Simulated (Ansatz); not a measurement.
Crystal: BiTe.

```
CELL_PARAMETERS angstrom
0.00000 3.23500 3.23500
3.23500 0.00000 3.23500
3.23500 3.23500 0.00000
ATOMIC_POSITIONS crystal
Bi 0.00000 0.00000 0.00000
Te 0.50000 0.50000 0.50000
```

- Program: Ansatz 0.2.0
- Task: single point
- Functional: PBE
- Potentials or basis: Ansatz PAW
- Cutoff: 420 eV (not typed: the program's choice for these potentials)
- k mesh: 7 × 7 × 7
- Occupations: fermi-dirac, width 0.05 eV
- Spin: no spin polarisation

On this cell: pressure 0.9 GPa; largest force zero by symmetry; band gap on the k mesh none (metal or under the smearing width).

The same run follows on a disturbed copy (atoms moved at random, drawn with an rms of 0.05 Å):

```
Bi Te
1.0
     0.00000    3.23500    3.23500
     3.23500    0.00000    3.23500
     3.23500    3.23500    0.00000
Bi Te
1 1
Cartesian
  0.0486 0.0219 -0.0837
  3.2170 3.2295 3.1974
```

**Question.** What changes?

**Answer.** The energy (extrapolated to zero smearing) moves by +5.2 meV/atom; pressure 1.0 GPa; largest force 0.244 eV/Å; band gap on the k mesh none (metal or under the smearing width).

Forces on the atoms (eV/Å):
```
Bi  -0.191 -0.077  0.131
Te   0.191  0.077 -0.131
```

Stress tensor (GPa, compression positive):
```
 1.09 -0.06  0.10
-0.06  1.02  0.04
 0.10  0.04  1.04
```

Caveats: spin-orbit coupling is left out, which moves the levels of the heavy elements.
